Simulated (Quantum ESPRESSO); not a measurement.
Input of a Quantum ESPRESSO 7.5 run:

The input pw.in:

```
&CONTROL
  calculation = 'scf'
  prefix = 'pwscf'
  outdir = './tmp'
  pseudo_dir = './pseudo'
  tprnfor = .true.
  tstress = .true.
  disk_io = 'nowf'
/
&SYSTEM
  ibrav = 0
  nat = 5
  ntyp = 3
  ecutwfc = 60
  ecutrho = 480
  nbnd = 42
  occupations = 'smearing'
  smearing = 'fd'
  degauss = 0.00367493
/
&ELECTRONS
  conv_thr = 1d-09
  electron_maxstep = 120
  mixing_beta = 0.5
/
ATOMIC_SPECIES
Li     6.9400 li_pbe_v1.4.uspp.F.UPF
Sn   118.7100 Sn_pbe_v1.uspp.F.UPF
Ru   101.0700 Ru_ONCV_PBE-1.0.oncvpsp.upf
CELL_PARAMETERS angstrom
   5.2633969500    0.0000000000    0.0000000000
   0.0000000000    5.2633969500    0.0000000000
   0.0000000000    0.0000000000    6.5815813500
ATOMIC_POSITIONS crystal
Li     0.5000000000    0.5000000000    0.0000000000
Sn     0.5000000000    0.5000000000    0.5000000000
Sn     0.0000000000    0.0000000000    0.0000000000
Ru     0.0000000000    0.5000000000    0.0000000000
Ru     0.5000000000    0.0000000000    0.0000000000
K_POINTS automatic
5 5 4 0 0 0
```

Potentials or basis: SSSP 1.3 efficiency PBE.

The run is started by

```console
$ OMP_NUM_THREADS=1 pw.x -in pw.in > pw.out
```

Task: Estimate the band gap on the k mesh.

Result: None (metal or under the smearing width).

Task: Estimate the pressure.

Result: -6.6 GPa.

Stress tensor (GPa, compression positive):
```
-6.32  0.00  0.00
 0.00 -6.32  0.00
 0.00  0.00 -7.10
```
